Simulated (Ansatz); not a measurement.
# BCl2H3OSi: the cost of one run

Method: PBE0-D4/def2-TZVP structures, single points in def2-TZVPP, no counterpoise correction; program: Ansatz 0.2.0, Gaussian basis.

Levels: SPW92, PBE-D4, BLYP-D4, r2SCAN-D4, B97M-V, PBE0-D4, B3LYP-D4, r2SCAN0-D4, BHLYP-D4, CAM-B3LYP-D4, wB97X-V, wB97M-V, B2PLYP, PBE-QIDH, RPA on PBE, Hartree-Fock, MP2, CCSD, CCSD(T).

Correlated methods freeze the cores. B3LYP uses VWN-RPA correlation. B2PLYP carries no dispersion term here.

94 further runs of the same task are left out: 94 set aside as unsound or not needed.

## Step 1: Starting geometry

The complex: 10 atoms, charge 0, spin multiplicity 1.

Atoms are counted from 1 here; the program's logs count them from 0.

Bond lengths: B1–Cl3 1.759 Å, B1–Cl4 1.746 Å, B1–O6 1.340 Å, Cl2–H5 1.287 Å, O6–Si7 1.682 Å, Si7–H8 1.477 Å, Si7–H9 1.480 Å, Si7–H10 1.480 Å. Angles: Cl3–B1–Cl4 119.5°, Cl3–B1–O6 121.0°, Cl4–B1–O6 119.5°, B1–O6–Si7 131.0°, O6–Si7–H8 104.9°, O6–Si7–H9 108.8°, O6–Si7–H10 108.9°, H8–Si7–H9 111.4°, H8–Si7–H10 111.4°, H9–Si7–H10 111.1°.

As a file:

```
B    -1.3403    0.6868   -0.3993
Cl   -0.4146   -2.1392    2.5270
Cl   -1.2552    1.8386   -1.7255
Cl   -2.8741    0.3807    0.3776
H    -0.5548   -1.2696    1.5885
O    -0.2455    0.0405    0.0242
Si    1.3507    0.1105   -0.5026
H     2.0799   -0.8350    0.3663
H     1.4047   -0.3069   -1.9212
H     1.8495    1.4936   -0.3352
```

Its parts: BCl2H3OSi holds atoms 1, 3, 4, 6, 7, 8, 9, 10; HCl holds atoms 2, 5. Each part counts its atoms afresh in its own runs.

## Step 2: Relaxing BCl2H3OSi alone

Input file relax-a/in.yaml:

```yaml
crystal:
  periodic: [false, false, false]
  atoms:
    - {symbol: B, position_ang: [-1.340314, 0.686781, -0.399345]}
    - {symbol: Cl, position_ang: [-1.255161, 1.838572, -1.725481]}
    - {symbol: Cl, position_ang: [-2.874142, 0.380747, 0.377632]}
    - {symbol: O, position_ang: [-0.245536, 0.040526, 0.024238]}
    - {symbol: Si, position_ang: [1.350667, 0.110478, -0.502554]}
    - {symbol: H, position_ang: [2.079879, -0.835028, 0.366335]}
    - {symbol: H, position_ang: [1.404663, -0.306949, -1.921196]}
    - {symbol: H, position_ang: [1.849474, 1.493575, -0.335241]}
basis:
  gaussian: {orbitals: def2-TZVP}
hamiltonian: {xc: pbe0, dispersion: d4}
relax: {f_tol: 0.005, max_steps: 200}
```

Launch:

```console
ansatz run in.yaml --threads 8 --pin off --events-out ev --progress --plain --max-ram 19148MiB
```

**Question.** How long does this run take on 8 threads of Arm Neoverse V2, shared host?

About 12 s.
